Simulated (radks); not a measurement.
# Taking charge from the 2s level of Tc in fractions

One table from this session's results is given with a row withheld; the runs are named, their logs left out.

Program: radks (a radial shooting solver on a logarithmic mesh, Libxc functionals) version 1. Level of theory: Dirac Kohn-Sham, LDA (Slater exchange, Perdew-Wang correlation), spin-unpolarised, spherical densities, point nucleus; open shells are shared between the two j in proportion to 2j + 1. These are calculated values, not measurements, unless marked.

### The atom as given

```
element       : technetium (Z = 43)
charge        : 0
electrons     : 43
configuration : [Kr] 4d5 5s2
```

Outer shells as boxes (Hund's rule):

Tc
```
[Kr] core
4d [↑ ][↑ ][↑ ][↑ ][↑ ]
5s [↑↓]
```

Set-up of the first run:

Input:

```text
Z 43
configuration [Kr] 4d5 5s2
relativity Dirac
functional lda,pw
spin unpolarised
j_filling average
nucleus point
c 137.035999084
```

Steps of the session up to this table: Start: [Kr] 4d5 5s2.

One table of the session follows, with a row left open; its other results are not shown here.

It belongs to the step «Start: [Kr] 4d5 5s2». Sizes of the orbitals, from the radial functions (bohr):

| level | <r> | outermost maximum (interpolated) | 90 % within | nodes |
| --- | --- | --- | --- | --- |
| 3d3/2 | 0.3973 | 0.309 | 0.634 | 0 |
| 3d5/2 | 0.4008 | 0.312 | 0.639 | 0 |
| 4s1/2 | 1.056 | 0.948 | 1.54 | 3 |
| 4p1/2 | 1.151 | 1.00 | 1.71 | 2 |
| 4p3/2 | 1.182 | 1.03 | 1.75 | 2 |
| 4d3/2 | 1.713 | 1.27 | 2.78 | 1 |
| 4d5/2 | 1.737 | 1.28 | 2.82 | 1 |
| 5s1/2 | ? | ? | ? | ? |

Q: Estimate the row for 5s1/2 from the others.

The run gave: <r>: 3.271; outermost maximum (interpolated): 2.72; 90 % within: 4.90; nodes: 4. In the column «<r>» it is the highest.
